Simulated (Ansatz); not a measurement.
# SnO2: the cost of one run

Method: DFT LDA, scalar-relativistic, plane waves, PAW, in Ansatz 0.2.0.

3 further runs of the same task are left out: 3 set aside as unsound or not needed.

### Step 1. The starting structure

It takes space group P4_2/mnm (No. 136, tetragonal). The conventional cell has a = 4.827 Å, b = 4.827 Å, c = 3.238 Å, α = 90.00°, β = 90.00°, γ = 90.00°. Around Sn (site symmetry mmm) lie 6 O at 2.09 Å. Around O (site symmetry m2m) lie 3 Sn at 2.09 Å.

As a file:

```cif
data_structure
_symmetry_space_group_name_H-M 'P4_2/mnm'
_symmetry_Int_Tables_number 136
_cell_length_a 4.8274
_cell_length_b 4.8274
_cell_length_c 3.2381
_cell_angle_alpha 90.000
_cell_angle_beta 90.000
_cell_angle_gamma 90.000
_cell_volume 75.46
loop_
_atom_site_label
_atom_site_type_symbol
_atom_site_symmetry_multiplicity
_atom_site_Wyckoff_symbol
_atom_site_fract_x
_atom_site_fract_y
_atom_site_fract_z
_atom_site_occupancy
Sn1 Sn 2 a 0.00000 0.00000 0.00000 1
O1 O 4 f 0.30654 0.30654 0.00000 1
```

It is the result of an earlier relaxation at this level (volume 12.58 Å³/atom; gap on the mesh: 0.68 eV).

### Step 2. The cell under LDA

File input.yaml:

```yaml
crystal:
  lattice:
    - [4.8274196571, 0.0, 0.0]
    - [0.0, 4.8274196571, 0.0]
    - [0.0, 0.0, 3.2380690932]
  atoms:
    - { symbol: Sn, position: [0.0, 0.0, 0.0] }
    - { symbol: Sn, position: [0.5, 0.5, 0.5] }
    - { symbol: O, position: [0.3065442635, 0.3065442635, 0.0] }
    - { symbol: O, position: [0.1934557365, 0.8065442635, 0.5] }
    - { symbol: O, position: [0.6934557365, 0.6934557365, 0.0] }
    - { symbol: O, position: [0.8065442635, 0.1934557365, 0.5] }
basis:
  ecutwfc: 420
kpoints:
  mp_grid: { grid: [6, 6, 8] }
hamiltonian:
  xc: lda
scf:
  occupations: { method: gaussian, width: 0.02 }
output:
  forces: true
  stress: true
  eigenvalues: true
relax:
  adjacent_minimum: "off"
  f_tol: 0.005
  max_steps: 50
  cell: { stress_tol: 0.05 }
```

Run with:

```
$ ansatz run input.yaml --threads 1 --pin off --max-ram 2560MiB --backend cpu --events-out ev --progress --plain --runs-dir out
```

**Question.** How long does this run take on 1 thread of Intel Xeon Platinum 8488C (Sapphire Rapids), shared host, and how much memory does it need?

About 33 s, with a peak of 0.53 GiB.
